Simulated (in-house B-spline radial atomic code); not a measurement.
**Ru⁺: ionisation energy by several methods**

One table from this session's results is given with a row withheld; the runs are named, their logs left out.

The numbers are computed with in-house B-spline radial atomic code version 1 (scalar-relativistic (X2C), several functionals, spin-polarised; spherical all-electron atom at the radial basis limit), except any that are marked as measured or tabulated.

## The atom as given

```
element       : ruthenium (Z = 44)
charge        : +1
electrons     : 43
configuration : [Kr] 4d7
nucleus       : Fermi, rms radius 4.481 fm
```

The outer shells:

[Kr] 4d7
```
[Kr] core
4d [↑↓][↑↓][↑ ][↑ ][↑ ]
```

Where spins are not typed, each open shell is filled with up spins first.

The first run:

Input settings:

```ini
Z = 44
electrons = 43.0
configuration = [Kr] 4d7
hamiltonian = x2c
method = tpss,tpss
spin_polarised = True
nucleus = fermi
rms_radius = 4.4809
mass_number = 102
atomic_mass = 101.904340312
speed_of_light = 137.035999084
```

Among the steps run: TPSS; BP86; AM05; M06-L; PW91; PBE.

One of the session's tables, all rows but one given; the rest of the session is left out.

```
method  ΔSCF (eV)
  BP86     16.883
  AM05     16.760
  PW91     16.796
   PBE     16.717
  TPSS          ?
 M06-L     16.040
```

Estimate the missing values for TPSS.

As computed: ΔSCF (eV): 16.475. In the column «ΔSCF (eV)» it lies between M06-L (16.040) and PBE (16.717).

Caveats from the session: Meta-GGA runs start from a PBE run whose iterations are not counted. Relativistic terms that these runs lack can be as large as the gaps between close methods, so the nearest may be so by luck. Spin-orbit coupling is left out.
